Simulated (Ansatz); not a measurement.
**C₂HClFIn: one species, many methods**

An exercise on one series of results from a longer session: the logs are not shown, and one member is left open.

Computed with Ansatz 0.2.0, Gaussian basis. Level: functionals in def2-TZVPP, the program's frozen cores in correlated methods.

Levels to be run: LDA (SPW92), PBE-D4, revPBE-D4, BLYP-D4, r2SCAN-D4, B97M-V, PBE0-D4, B3LYP-D4, r2SCANh-D4, r2SCAN0-D4, HSE06-D4, BHLYP-D4, CAM-B3LYP-D4, LC-ωPBE, ωB97X-V, ωB97M-V, B2PLYP, PBE-QIDH; CCSD(T)/def2-SVP; CCSD(T)/def2-TZVPP; CCSD(T)/def2-QZVPP; extrapolation to the limit; RPA on PBE.

### Structure used throughout

An earlier PBE0-D4 in a triple-zeta def2 set relaxation fixed the geometry. In takes the def2 core potential; no spin-orbit term is included.

SMILES `C#[C][In]([F])[Cl]`, 6 atoms, charge 0, spin multiplicity 1.

Atoms are counted from 1 here; the program's logs count them from 0.

Bond lengths: C1–C2 1.206 Å, C1–H6 1.067 Å, C2–In3 2.048 Å, In3–F4 1.933 Å, In3–Cl5 2.293 Å. Angles: C2–C1–H6 179.8°, C1–C2–In3 179.4°, C2–In3–F4 120.7°, C2–In3–Cl5 127.6°, F4–In3–Cl5 111.7°.

Set-up of the first run:

in.yaml reads:

```yaml
crystal:
  periodic: [false, false, false]
  atoms:
    - {symbol: C, position_ang: [1.088289, 0.340342, 1.700771]}
    - {symbol: C, position_ang: [0.438877, 0.120069, 0.708687]}
    - {symbol: In, position_ang: [-0.655837, -0.235726, -0.984702]}
    - {symbol: F, position_ang: [-1.773649, -1.806590, -1.123714]}
    - {symbol: Cl, position_ang: [-0.759172, 1.049481, -2.880924]}
    - {symbol: H, position_ang: [1.661502, 0.532424, 2.579872]}
basis:
  gaussian: {orbitals: def2-TZVPP}
hamiltonian: {xc: lda}
output: {orbitals: {seedname: orbitals}}
```

Run with:

```console
ansatz run in.yaml --threads 2 --pin off --events-out ev --progress --plain --max-ram 32768MiB --backend cpu
```

Steps of the session up to this table: LDA; PBE-D4 (GGA); revPBE-D4 (GGA); BLYP-D4 (GGA); r2SCAN-D4 (meta-GGA); B97M-V (meta-GGA); PBE0-D4 (hybrid); B3LYP-D4 (hybrid); r2SCANh-D4 (hybrid); r2SCAN0-D4 (hybrid); HSE06-D4 (hybrid); BHLYP-D4 (hybrid); CAM-B3LYP-D4 (range-separated); LC-ωPBE (range-separated); ωB97X-V (range-separated); ωB97M-V (range-separated); B2PLYP (double hybrid); PBE-QIDH (double hybrid).

One of the session's tables, all rows but one given; the rest of the session is left out.

It belongs to the step «Frontier levels by functional». 

| functional | HOMO (eV) | LUMO (eV) | gap (eV) |
| --- | --- | --- | --- |
| LDA (SPW92) | -7.94 | -3.20 | 4.74 |
| PBE-D4 | -7.71 | -2.88 | 4.83 |
| revPBE-D4 | -7.62 | -2.74 | 4.88 |
| BLYP-D4 | -7.53 | -2.86 | 4.67 |
| r2SCAN-D4 | -7.96 | -2.62 | 5.34 |
| B97M-V | -7.90 | -2.71 | 5.18 |
| PBE0-D4 | ? | ? | ? |
| B3LYP-D4 | -8.69 | -2.29 | 6.41 |
| r2SCANh-D4 | -8.43 | -2.28 | 6.15 |
| r2SCAN0-D4 | -9.14 | -1.86 | 7.28 |
| HSE06-D4 | -8.55 | -2.35 | 6.20 |
| BHLYP-D4 | -10.02 | -1.28 | 8.74 |
| CAM-B3LYP-D4 | -10.33 | -1.13 | 9.21 |
| LC-ωPBE | -11.80 | 0.06 | 11.86 |
| ωB97X-V | -11.36 | -0.08 | 11.28 |
| ωB97M-V | -11.23 | -0.30 | 10.93 |

Q: Estimate the row for PBE0-D4 from the others.

**Answer.** HOMO (eV): -8.96; LUMO (eV): -1.98; gap (eV): 6.98. In the column «HOMO (eV)» it lies between r2SCAN0-D4 (-9.14) and B3LYP-D4 (-8.69).
